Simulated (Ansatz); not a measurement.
**BrH + H2: molecular dynamics**

The plan is to follow the two partners and see whether they stay together, part or react. The start is relaxed first. Runs: 600 steps of 0.5 fs at constant energy, with velocities drawn for 300 K. SMILES of the start: Br.[H][H].

Program: Ansatz 0.2.0. Level of theory: RKS LDA/def2-SVP. These are calculated values, not measurements.

## (1) Starting point

Bond lengths: Br1–H2 1.400 Å.

Structure file:

```xyz
4

Br   -0.3900   -0.6419   -1.7056
H     0.2681    0.5657   -1.9659
H     0.4352   -0.0020    1.7352
H    -0.3134    0.0783    1.9362
```

## (2) Relaxing the start

input.yaml reads:

```yaml
crystal:
  periodic: [false, false, false]
  atoms:
    - { symbol: Br, position_ang: [-0.39, -0.6419, -1.7056] }
    - { symbol: H, position_ang: [0.2681, 0.5657, -1.9659] }
    - { symbol: H, position_ang: [0.4352, -0.002, 1.7352] }
    - { symbol: H, position_ang: [-0.3134, 0.0783, 1.9362] }
basis:
  gaussian: { orbitals: def2-SVP }
hamiltonian:
  xc: lda
relax:
  f_tol: 0.02
  max_steps: 40
scf:
  lower_state_search: "off"
```

Launch:

```
ansatz run input.yaml --threads 1 --pin off --max-ram 2048MiB --backend cpu --events-out ev --progress --plain --runs-dir out
```

After this run come: Dynamics.

Q: Predict the outcome of this session. Wanted: relaxation of the start; temperature, first and last step; temperature, second half; potential energy, second half; largest change of the total energy; bonds formed or broken.

**Answer**, as computed:

| quantity | value |
| --- | --- |
| relaxation of the start | 12 moves, 0.074 eV lower |
| length | 600 steps of 0.5 fs |
| temperature, first and last step | 300 and 167 K |
| temperature, second half | mean 110 K, from 26 to 285 K |
| potential energy, second half | +12 meV/atom from the start |
| largest change of the total energy | 0.06 meV/atom |
| bonds formed or broken | 0 |

The temperature starts at 300 K and averages 110 K in the second half, where it ranges from 26 to 285 K. The total energy strays from its start by at most 0.06 meV/atom, 0.8 % of the mean kinetic energy, so a step of 0.5 fs is short enough over this time. The bonding pattern survives the run. The partners' closest contact goes from 2.78 to 2.90 Å; so short a run doesn't show whether they stay bound. 300 fs on 4 atoms is far too short and small for converged averages. The nuclei move classically, without zero-point motion, which matters most for hydrogen.
